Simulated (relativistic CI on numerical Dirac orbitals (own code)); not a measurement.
# Bi LXVII (Bi⁶⁶⁺): levels and lines

Aim: the low levels of Bi⁶⁶⁺, their labels and the strongest lines; further runs change one setting each.

Program: relativistic CI on numerical Dirac orbitals (own code) version 4. Level of theory: Dirac-Coulomb-Breit CI, KLI orbitals optimised for each configuration, model QED (radiative potential, 1s self-energy scaled to tabulated hydrogen-like ionisation energies). These are calculated values, not measurements, unless marked.

## (1) The system

```
ion                       : Bi⁶⁶⁺ (Bi LXVII)
nuclear charge            : 83
electrons                 : 17
isotope                   : A = 209
first configuration typed : [Ne] 3s2 3p5
```

The outer shells:

first configuration typed
```
[Ne] core
3s [↑↓]
3p [↑↓][↑↓][↑ ]
```

## (2) CI with the chosen configurations

Settings of the run:

```ini
atom Bi  Z=83  charge=66  electrons=17
nucleus A=209  rms_radius_fm=5.5211
hamiltonian dirac-coulomb  breit=on  qed=on  c_scale=1
orbitals kli  potential=per-configuration
slater_scale 1
correlation none
mixing on
configurations
  [Ne] 3s2 3p5
  [Ne] 3s2 3p4 3d
  [Ne] 3s 3p6
  [Ne] 3s 3p5 3d
  [Ne] 3s 3p4 3d2
  [Ne] 3p6 3d
  [Ne] 3s2 3p3 3d 4p
  [Ne] 3s2 3p4 4s
  [Ne] 3s 3p4 3d 4s
  [Ne] 3p6 4s
  [Ne] 3s2 3p4 4p
  [Ne] 3p6 4p
  [Ne] 3s2 3p3 3d2
  [Ne] 3s2 3p2 3d3
  [Ne] 3s 3p3 3d3
  [Ne] 3s2 3p2 3d2 4s
  [Ne] 3s2 3p2 3d2 4p
end
```

Started as:

```sh
$ python run_levels.py task.json out
```

The settings of every run stand in task.json; they run in order.

## (3) Without the Breit term

Changes to the settings of step 2:

```diff
@@ -2,3 +2,3 @@
 nucleus A=209  rms_radius_fm=5.5211
-hamiltonian dirac-coulomb  breit=on  qed=on  c_scale=1
+hamiltonian dirac-coulomb  breit=off  qed=on  c_scale=1
 orbitals kli  potential=per-configuration
```

## (4) One common potential

Changes to the settings of step 3:

```diff
@@ -2,4 +2,4 @@
 nucleus A=209  rms_radius_fm=5.5211
-hamiltonian dirac-coulomb  breit=off  qed=on  c_scale=1
-orbitals kli  potential=per-configuration
+hamiltonian dirac-coulomb  breit=on  qed=on  c_scale=1
+orbitals kli  potential=mean
 slater_scale 1
```

(Steps that only read results are left out.)

**Question.** What will these runs give? Wanted: lowest level; first excitation; lowest level of the other parity; fastest E1 line; ionisation energy.

The runs gave:

| run | time | mean size of shift, levels followed (cm⁻¹) | lowest level | ionisation energy (eV) |
| --- | --- | --- | --- | --- |
| main run | 1.1 s | 0 | 3p5 2P°3/2 | 7720.0 |
| without the Breit term | 0.91 s | 30946 | 3p5 2P°3/2 | 7729.3 |
| one common potential | 0.96 s | 1732 | 3p5 2P°3/2 | - |

The tabulated theoretical ionisation energy (NIST) is 7720 eV.

```
                                                                         quantity                                                   value
                                                                     lowest level                                              3p5 2P°3/2
                                                                 first excitation                 3p4 3d [3p3/2^2 3d3/2] J=3/2, 273.75 eV
                                                 lowest level of the other parity                 3p4 3d [3p3/2^2 3d3/2] J=3/2, 273.75 eV
                                                              levels in the model                                                    2504
fastest E1 line (by rate) to the lowest level among the lowest 200 of 2504 levels  1.336 nm, from 3p4 3d [3p1/2 3p3/2^3 3d3/2] J=5/2 (ii)
                                                                ionisation energy                                               7720.0 eV
                                  ionisation energy, tabulated theoretical (NIST)                                                 7720 eV
```

**Reading.** 3p5 2P°3/2 comes out lowest; its LS label holds 99 % and its jj label 99 %; over the low levels the means are 50 and 99 %, so jj coupling describes them better. The ionisation energy agrees with the tabulated theoretical value within its uncertainty of 40 eV. The largest mover is «without the Breit term» (30946 cm⁻¹ on average). Lifetimes count radiative decay inside the model alone.
